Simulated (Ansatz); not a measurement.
# BePd, space group Pm-3m: a projected density of states

Computed with Ansatz 0.2.0 through its Python package.

Input file `bepd.cif`:
```cif
data_BePd
_cell_length_a 2.813000
_cell_length_b 2.813000
_cell_length_c 2.813000
_cell_angle_alpha 90.00000
_cell_angle_beta 90.00000
_cell_angle_gamma 90.00000
_symmetry_space_group_name_H-M 'P 1'
_symmetry_Int_Tables_number 1
loop_
_symmetry_equiv_pos_as_xyz
'x, y, z'
loop_
_atom_site_label
_atom_site_type_symbol
_atom_site_fract_x
_atom_site_fract_y
_atom_site_fract_z
Be1 Be    0.000000    0.000000    0.000000
Pd2 Pd    0.500000    0.500000    0.500000
```

Run as a notebook:

**Cell 1**
```python
from collections import Counter
import json

import ansatz as az
from ase.io import read
import matplotlib.pyplot as plt
import numpy as np
```

**Cell 2**
```python
SIGMA = 0.01
SCF_TOL = 1e-06
CUTOFF_EV = 450
VDW = "d3bjatm"
EXTRA_BANDS = 10
```

**Cell 3**
```python
atoms = read("bepd.cif")
structure = az.Crystal.from_ase(atoms)
```

**Cell 4**
```python
structure.resolved().sites[-1]
```
Output:
```text
Site(symbol='Pd', position=(0.5, 0.5, 0.5), moment=None, axis=None, held=None, saved=None)
```

**Cell 5**
```python
base = (
    structure.calculation()
    .occupations(az.OccupationsMethod.GAUSSIAN, width=SIGMA)
    .kpoints(5, center="monkhorst-pack")
    .scf(tolerance=SCF_TOL)
    .basis(CUTOFF_EV)
    .functional(az.Functional.R2SCAN, dispersion=VDW)
    .eigensolver("davidson")
    .scf(extra_bands=EXTRA_BANDS)
    .density_of_states(projected=True, energy_step=0.1)
)
done = base.run(events_out="events.ndjson")
summary = done.report
```
Output:
```text
DeckWarning: basis.ecutwfc = 450 eV is below the records' recommended 500 eV, and the density's cutoff is lower with it unless basis.ecutrho_ratio is high enough to keep the records' density cutoff: compare with a run at a higher cutoff
```

**Cell 6**
```python
sorted(key for key in summary if key.endswith("_ev"))
```
Output:
```text
['eigenvalues_ev', 'energy_sigma0_ev', 'entropy_ts_ev', 'fermi_energy_ev', 'free_energy_ev',
 'gap_by_band_count_ev', 'harris_foulkes_ev', 'internal_energy_ev', 'lagrangian_above_aufbau_ev',
 'lagrangian_ev', 'lagrangian_sigma0_ev', 'loop_eigenvalues_ev', 'loop_fermi_energy_ev',
 'occupations_fermi_energy_ev', 'residual_norms_ev']
```

**Cell 7**
```python
summary["n_iterations"], summary["closed_by"]
```
Output:
```text
(6, 'deck_thresholds')
```

**Cell 8**
```python
with open("events.ndjson") as stream:
    kinds = Counter(json.loads(line)["event"] for line in stream)
print("events:", {kind: kinds[kind] for kind in ("scf_iter", "scf_done", "notice", "finished")})

dos = done.density_of_states()
energy = np.asarray(dos.energies_ev) - dos.fermi_ev
curves = {}
for site in done.projected_density_of_states().sites:
    for shell in site.shells:
        weight = sum(np.sum(curve.g_bin_mean_per_ev, axis=0) for curve in shell.curves)
        name = f"{site.species} {shell.label}"
        curves[name] = curves.get(name, 0) + weight
```
Output:
```text
events: {'scf_iter': 6, 'scf_done': 1, 'notice': 1, 'finished': 1}
```

**Cell 9**
```python
window = (energy > -8) & (energy < 4)
fig, ax = plt.subplots(figsize=(5.5, 3.5))
for name, g in curves.items():
    if g[window].max() > 0.05:
        ax.plot(energy[window], g[window], label=name, lw=1)
        print(f"{name:8s} peak {g[window].max():7.3f} states/eV at {energy[window][g[window].argmax()]:6.2f} eV")
ax.set(xlabel="E - E_F (eV)", ylabel="states/eV")
ax.legend(fontsize=7)
fig.tight_layout()
fig.savefig("pdos.png", dpi=100)
```
Output:
```text
Be 2S    peak   0.948 states/eV at  -6.96 eV
Pd 4D    peak   6.108 states/eV at  -5.36 eV
```

The settings weren't tested for convergence. The cutoff lies under the one recommended for these potentials. Dispersion corrections can be off by several per cent in the lattices of metals, and by several GPa in the pressure at a fixed cell. The mesh is modest for a metal, so energies can be off by several to tens of meV an atom and pressures by half a GPa or more; differences at equal mesh fare better. A gap by band count of zero or less means overlapping bands, a metal. Peaks are the largest values inside the energy window taken; deeper bands lie outside it. The structure is a deposited one; some such entries were measured under pressure or heat, so a shift against it needn't be the functional's error alone. Gaps and levels are Kohn-Sham values on a finite set of k-points, without spin-orbit coupling. Warnings are shown shortened and without file and line. Curves are summed over the cell's atoms. Only shells that the potentials hold have channels, so projections don't add up to the total, least of all where a shell is missing (p of most metals); heights and places of peaks move with the mesh. The density of states is complete only as far up as bands were computed. Hardware and time: 2.9 s on 1 thread of Intel(R) Xeon(R) Platinum 8375C CPU @ 2.90GHz (Ice Lake) (shared host), peak memory 0.43 GiB.
